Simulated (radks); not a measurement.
# Spin polarisation of the 4f shell in Pr²⁺

Aim: the energy gained and the exchange splitting as electrons of the 4f shell of Pr²⁺ are turned from spin down to spin up.

The numbers are computed with radks (a radial shooting solver on a logarithmic mesh, Libxc functionals) version 1 (scalar-relativistic Kohn-Sham, r2SCAN, spin-polarised, spherical densities, finite nucleus), except any that are marked as measured or tabulated.

## 1. What is computed

```
element            : praseodymium (Z = 59)
charge             : +2
electrons          : 57
configuration      : [Xe] 4f(up 1.5, down 1.5)
nuclear rms radius : 4.8919 fm
```

A shell typed twice in an input gives spin up, then spin down.

## 2. No moment

Input:

```text
Z 59
configuration [Xe] 4f1.5 4f1.5
relativity scalar-relativistic
functional r2scan,r2scan
spin polarised
nucleus finite rms 4.8919 fm
c 137.035999084
```

## 3. moment 0.75 in 4f

Changes since step 2:

```diff
@@ -1,3 +1,3 @@
 Z 59
-configuration [Xe] 4f1.5 4f1.5
+configuration [Xe] 4f1.875 4f1.125
 relativity scalar-relativistic
```

## 4. moment 1.5 in 4f

Input:

```text
Z 59
configuration [Xe] 4f2.25 4f0.75
relativity scalar-relativistic
functional r2scan,r2scan
spin polarised
nucleus finite rms 4.8919 fm
c 137.035999084
```

## 5. moment 2.25 in 4f

Changes since step 4:

```diff
@@ -1,3 +1,3 @@
 Z 59
-configuration [Xe] 4f2.25 4f0.75
+configuration [Xe] 4f2.625 4f0.375
 relativity scalar-relativistic
```

## 6. moment 3 in 4f

Changes since step 5:

```diff
@@ -1,3 +1,3 @@
 Z 59
-configuration [Xe] 4f2.625 4f0.375
+configuration [Xe] 4f3 4f0
 relativity scalar-relativistic
```

Before running it: what results should come out? Wanted: for each run, moment; E − E(0); ε(4f up); ε(4f down); splitting.

**Answer**, as computed:

| moment (μB) | E − E(0) (eV) | ε(4f up) (eV) | ε(4f down) (eV) | splitting (eV) |
| --- | --- | --- | --- | --- |
| 0 | 0.000 | -13.186 | -13.186 | 0.000 |
| 0.75 | -0.122 | -13.493 | -12.842 | 0.652 |
| 1.5 | -0.489 | -13.763 | -12.460 | 1.302 |
| 2.25 | -1.100 | -13.995 | -12.042 | 1.953 |
| 3 | -1.955 | -14.190 | -11.585 | 2.605 |

At a moment of 3 μB the energy has fallen by 1.96 eV and the 4f levels split by 2.60 eV, 0.868 eV per μB. The Stoner form E = −I m²/4 would give I = 0.869 eV. The energy falls at every step.
